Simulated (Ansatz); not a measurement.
Crystal: NaLaMnMoO6.

```
Na La Mn Mo O
1.0
     4.72242   -2.73688    0.00204
     4.72242    2.73688    0.00204
    -3.17796    0.00000    4.47000
Na La Mn Mo O
1 1 1 1 6
Direct
  0.25021 0.25021 0.74459
  0.75117 0.75117 0.25707
  0.49918 0.49918 0.49917
  0.00110 0.00110 0.00114
  0.28503 0.78106 0.28520
  0.78106 0.28503 0.28520
  0.25187 0.25187 0.18775
  0.74777 0.74777 0.81124
  0.21883 0.71407 0.71525
  0.71407 0.21883 0.71525
```

The cell was built by a generator and needn't be a form met in nature.

Base run:

| Item | Value |
| --- | --- |
| Program | Ansatz 0.2.0 |
| Functional | PBE |
| Potentials or basis | Ansatz PAW |
| Cutoff | 420 eV (not typed: the program's choice for these potentials) |
| k mesh | 6 × 6 × 6 |
| Occupations | fermi-dirac, width 0.05 eV |
| Spin | collinear spin, ferromagnetic start |
| Starting moments | [0.0, 0.0, 4.0, 1.0, 0.0, 0.0, 0.0, 0.0, 0.0, 0.0] μB |

Its results: band gap on the k mesh none (metal or under the smearing width); pressure 0.3 GPa; net moment 1.95 μB per cell; site moments Na +0.00; La -0.01; Mn +2.22; Mo -0.37; O +0.01, +0.02 μB; largest force 0.110 eV/Å.

Problem. The run is repeated on the same cell with these changes: potentials or basis from Ansatz PAW to JTH PAW; cutoff from 420 eV (not typed: the program's choice for these potentials) to 1800 eV (not typed: the program's choice for these potentials). What comes out?

Solution. Band gap on the k mesh none (metal or under the smearing width); pressure 1.0 GPa; net moment 1.96 μB per cell; site moments Na +0.00; La -0.01; Mn +2.22; Mo -0.37; O +0.01, +0.02 μB; largest force 0.142 eV/Å.

Caveats: a cell with one magnetic atom can't hold antiferromagnetic order, which such compounds often take; semilocal functionals often make such compounds metallic where correlation or magnetic order opens a gap, which also shifts bond lengths; the starting moments weren't kept; spin-orbit coupling is left out, which moves the levels of the heavy elements (some runs).
